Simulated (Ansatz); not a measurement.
**V: strong compression**

An exercise on one series of results from a longer session: the logs are not shown, and one member is left open.

Computed with Ansatz 0.2.0 (DFT PBEsol, with the methods named in each step, unless a step's input says otherwise).

1 further run of the same task is left out (set aside as unsound or not needed). Runs told in other sessions of the task aren't counted.

**The system as given**

The structure is hexagonal, space group P6_3/mmc (No. 194). The conventional cell has a = 2.644 Å, b = 2.644 Å, c = 4.283 Å, α = 90.00°, β = 90.00°, γ = 120.00°. V (site symmetry -6m2) has 12 V at 2.63 to 2.64 Å in its first shell of neighbours.

Structure file:

```cif
data_structure
_symmetry_space_group_name_H-M 'P6_3/mmc'
_symmetry_Int_Tables_number 194
_cell_length_a 2.6439
_cell_length_b 2.6439
_cell_length_c 4.2831
_cell_angle_alpha 90.000
_cell_angle_beta 90.000
_cell_angle_gamma 120.000
_cell_volume 25.93
loop_
_atom_site_label
_atom_site_type_symbol
_atom_site_symmetry_multiplicity
_atom_site_Wyckoff_symbol
_atom_site_fract_x
_atom_site_fract_y
_atom_site_fract_z
_atom_site_occupancy
V1 V 2 c 0.33333 0.66667 0.25000 1
```

The file gives the conventional cell by its symmetry; the runs use the cell typed in the input.

Whether this phase is the stable one at these pressures isn't tested.

Atoms are numbered in the order of the input: V1, V2.

The first run:

The input, input.yaml:

```yaml
crystal:
  lattice:
    - [2.6438762521, 0.0, 0.0]
    - [-1.321938126, 2.2896639988, 0.0]
    - [0.0, 0.0, 4.2830795284]
  atoms:
    - { symbol: V, position: [0.3333333333, 0.6666666667, 0.25] }
    - { symbol: V, position: [0.6666666667, 0.3333333333, 0.75] }
kpoints:
  mp_grid: { grid: [16, 16, 9] }
scf:
  occupations: { method: fermi_dirac, width: 0.05 }
hamiltonian:
  xc: pbesol
  pseudopotentials: { kind: paw }
output:
  forces: true
  stress: true
relax:
  f_tol: 0.005
  max_steps: 40
  cell: {}
```

Command:

```sh
$ ansatz run input.yaml --threads 1 --pin off --max-ram 2048MiB --backend cpu --events-out ev --progress --plain --runs-dir out
```

Steps of the session up to this table: Cell relaxed at zero pressure, PAW; More of the same log: cell relaxed at zero pressure; Volume scaled by 1, PAW; Shape and atoms relaxed at 0.95 of the volume, PAW; Volume scaled by 0.95, PAW; Shape and atoms relaxed at 0.85 of the volume, PAW; Volume scaled by 0.85, PAW; Shape and atoms relaxed at 0.75 of the volume, PAW; Volume scaled by 0.75, PAW; Shape and atoms relaxed at 0.65 of the volume, PAW; Volume scaled by 0.65, PAW; Shape and atoms relaxed at 0.55 of the volume, PAW; Volume scaled by 0.55, PAW; Shape and atoms relaxed at 0.45 of the volume, PAW; Volume scaled by 0.45, PAW; Volume scaled by 0.45, PAW (source ansatz); Shape and atoms relaxed at 0.4 of the volume, PAW; Volume scaled by 0.4, PAW.

One table of the session follows, with a row left open; its other results are not shown here.

| method | volume over the first | volume (Å³/atom) | pressure (GPa) |
| --- | --- | --- | --- |
| PAW | 1 | 13.314 | 0.01 |
| PAW | 0.95 | 12.649 | 10.61 |
| PAW | 0.85 | 11.317 | 41.21 |
| PAW | 0.75 | 9.986 | 90.90 |
| PAW | 0.65 | 8.654 | 173.22 |
| PAW | 0.55 | 7.323 | 317.02 |
| PAW | 0.45 | 5.991 | 580.38 |
| PAW | 0.4 | ? | ? |
| PAW (source ansatz) | 0.45 | 5.991 | 585.47 |

**Question.** Estimate the row for PAW, 0.4.

As computed: volume (Å³/atom): 5.326; pressure (GPa): 801.33. In the column «volume (Å³/atom)» it is the lowest.
